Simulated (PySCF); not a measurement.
# C₅H₈OS: NMR shifts

What NMR shifts should C₅H₈OS (`C=CCOC(C)=S`) show?

Computed with PySCF 2.14.0, with density-fitted response routines of our own, on a single molecule in the gas phase. Atoms count from 0, in the outputs and in this text.

## Step 1: The molecule as given

15 atoms, charge 0, multiplicity 1; geometry from: GFN2-xTB.

Bonds of the start (Å): C0–C1 1.32, C1–C2 1.49, C2–O3 1.42, O3–C4 1.32, C4–C5 1.49, C4–S6 1.63, C0–H7 1.08, C0–H8 1.08, C1–H9 1.08, C2–H10 1.10, C2–H11 1.10, C5–H12 1.09, C5–H13 1.09, C5–H14 1.09.

## Step 2: Shielding tensors: PBE0/pcSseg-1

Job settings and geometry (Å):

```
{"job": {"kind": "nmr", "xc": "PBE0", "basis": "pcSseg-1"}, "charge": 0, "multiplicity": 1}
C      3.052303     0.117623    -0.010769
C      1.885953    -0.328809    -0.434589
C      0.668178    -0.428433     0.425340
O     -0.448621     0.067613    -0.306276
C     -1.643948     0.004728     0.254812
C     -2.727871     0.546441    -0.619543
S     -1.923546    -0.608753     1.739800
H      3.196776     0.454328     1.002534
H      3.913057     0.152224    -0.655189
H      1.744913    -0.661788    -1.453008
H      0.470747    -1.475837     0.698727
H      0.779340     0.142597     1.354706
H     -2.440705     1.522091    -1.008007
H     -3.653574     0.623513    -0.058069
H     -2.877415    -0.119548    -1.469349
```

Method: GIAO PBE0/pcSseg-1 NMR shielding, non-relativistic, gas phase.

Standard output:

```text
coarse grid: 13104 points
cycle   1  E = -668.0888747946  dE =  9.457e-01  |g| = 5.685e-01  |ddm| = 3.483e+00
cycle   2  E = -668.0202316342  dE =  6.864e-02  |g| = 8.153e-01  |ddm| = 1.082e+00
cycle   3  E = -668.1594717096  dE = -1.392e-01  |g| = 1.341e-01  |ddm| = 7.062e-01
cycle   4  E = -668.1634024998  dE = -3.931e-03  |g| = 5.772e-02  |ddm| = 1.827e-01
cycle   5  E = -668.1641466422  dE = -7.441e-04  |g| = 2.402e-02  |ddm| = 7.349e-02
cycle   6  E = -668.1642641999  dE = -1.176e-04  |g| = 3.285e-03  |ddm| = 2.066e-02
cycle   7  E = -668.1642662583  dE = -2.058e-06  |g| = 1.576e-03  |ddm| = 4.181e-03
final grid: 121976 points
cycle   8  E = -668.2198935544  dE = -2.424e-05  |g| = 1.245e-02  |ddm| = 2.943e-02
cycle   9  E = -668.2198565199  dE =  3.703e-05  |g| = 1.838e-02  |ddm| = 2.090e-02
cycle  10  E = -668.2199247408  dE = -6.822e-05  |g| = 1.995e-03  |ddm| = 1.313e-02
cycle  11  E = -668.2199256705  dE = -9.297e-07  |g| = 1.840e-04  |ddm| = 1.665e-03
cycle  12  E = -668.2199256743  dE = -3.828e-09  |g| = 1.266e-04  |ddm| = 2.249e-04
cycle  13  E = -668.2199256776  dE = -3.347e-09  |g| = 3.548e-05  |ddm| = 1.294e-04
cycle  14  E = -668.2199256779  dE = -2.999e-10  |g| = 1.412e-05  |ddm| = 5.525e-05
converged SCF energy = -668.2199256779

GIAO shielding tensors (ppm)
atom      isotropic    diamagn.    paramagn.     s11        s22        s33       span
  0 C       62.361     253.172    -190.811    -52.066     74.517    164.633    216.699
  1 C       44.261     255.531    -211.271    -74.907     52.460    155.228    230.135
  2 C      107.697     246.742    -139.044     90.388     99.727    132.978     42.590
  3 O       47.435     403.438    -356.003   -200.275    117.443    225.138    425.413
  4 C      -42.190     254.563    -296.753   -218.444      5.694     86.180    304.625
  5 C      151.018     247.538     -96.520    123.826    138.955    190.275     66.449
  6 S       44.397    1058.342   -1013.945   -475.367    -20.347    628.905   1104.272
  7 H       26.024      30.834      -4.810     22.728     25.421     29.923      7.195
  8 H       26.117      28.075      -1.957     23.274     25.308     29.770      6.495
  9 H       25.210      31.514      -6.304     23.608     23.898     28.125      4.517
 10 H       26.488      30.920      -4.432     22.368     27.402     29.693      7.326
 11 H       27.001      32.335      -5.334     22.656     26.782     31.564      8.908
 12 H       29.087      29.186      -0.099     25.160     28.187     33.915      8.754
 13 H       28.747      28.017       0.730     24.251     29.540     32.451      8.200
 14 H       28.937      28.301       0.636     25.536     27.514     33.762      8.225
```

It took 20 s on 1 thread, shared host.

The references, computed at this level on geometries of the same kind, shield at (ppm): 1H TMS 31.72, 13C TMS 186.9, 17O H2O 336.1, 33S CS2 504. Their shielding less the atom's gives the shift. The references are single molecules in the gas phase, so shifts against H2O, NH3, PH3, H3PO4 or CFCl3 are not on the usual liquid scales and can be off by tens of ppm. Atoms listed in one row are averaged.

```tsv
atoms	environment	σ (ppm)	δ (ppm)	δ scaled to CDCl3
C4	thiocarbonyl carbon	-42.2	229.1	217.3
C1	alkene CH	44.3	142.7	137.3
C0	terminal =CH2 carbon	62.4	124.6	119.7
C2	allylic sp3 CH2 bonded to O	107.7	79.2	75.4
C5	methyl carbon	151.0	35.9	33.1
H9	hydrogen on an alkene CH	25.21	6.51	6.24
H7	hydrogen on a terminal =CH2 carbon	26.02	5.69	5.47
H8	hydrogen on a terminal =CH2 carbon	26.12	5.60	5.38
H10, H11	hydrogen on an allylic sp3 CH2 bonded to O	26.74	4.97	4.79
H12, H13, H14	hydrogen on a methyl carbon	28.92	2.79	2.74
O3	oxygen bound to a thiocarbonyl carbon	47.4	288.6	–
S6	thione sulfur	44	459	–
```

The scaled column applies a straight-line fit of computed shieldings to shifts measured in CDCl3, with any fitted terms for Cl, Br or S neighbours (root-mean-square error 0.16 ppm for H, 1.9 ppm for C).

Charges from the same density, by scheme (e):

```tsv
atoms	Mulliken	IAO	Hirshfeld	ESP fit
C0	-0.14	-0.31	-0.09	-0.48
C1	-0.24	-0.14	-0.04	-0.15
C2	0.09	-0.07	0.00	0.36
O3	-0.41	-0.28	-0.07	-0.34
C4	-0.02	0.15	0.12	0.44
C5	-0.19	-0.44	-0.12	-0.58
S6	-0.16	-0.20	-0.18	-0.34
```

Mayer bond orders: C0–C1 1.99, C1–C2 1.02, C2–O3 0.83, O3–C4 1.14, C4–C5 1.01, C4–S6 1.74.

## Step 3: Results

| quantity | value |
| --- | --- |
| 13C shifts against TMS (PBE0/pcSseg-1) | 229.1, 142.7, 124.6, 79.2, 35.9 ppm |
| 1H shifts against TMS (PBE0/pcSseg-1, means over atoms taken as alike) | 6.51, 5.69, 5.60, 4.97, 2.79 ppm |
| 17O shifts against H2O (PBE0/pcSseg-1) | 288.6 ppm |
| 33S shifts against CS2 (PBE0/pcSseg-1) | 459 ppm |

**Reading.** The most deshielded carbon is C4 (thiocarbonyl carbon), at 229.1 ppm: low-lying n→π* states of the double bond to the heteroatom give a large paramagnetic term (-297 ppm). The most deshielded hydrogen is H9 (hydrogen on an alkene CH), at 6.51 ppm: attached to an sp2 carbon and in the plane of the double bond. At PBE0/pcSseg-1: Shielding is most anisotropic at S6 (span 1104 ppm, paramagnetic term -1014 ppm).
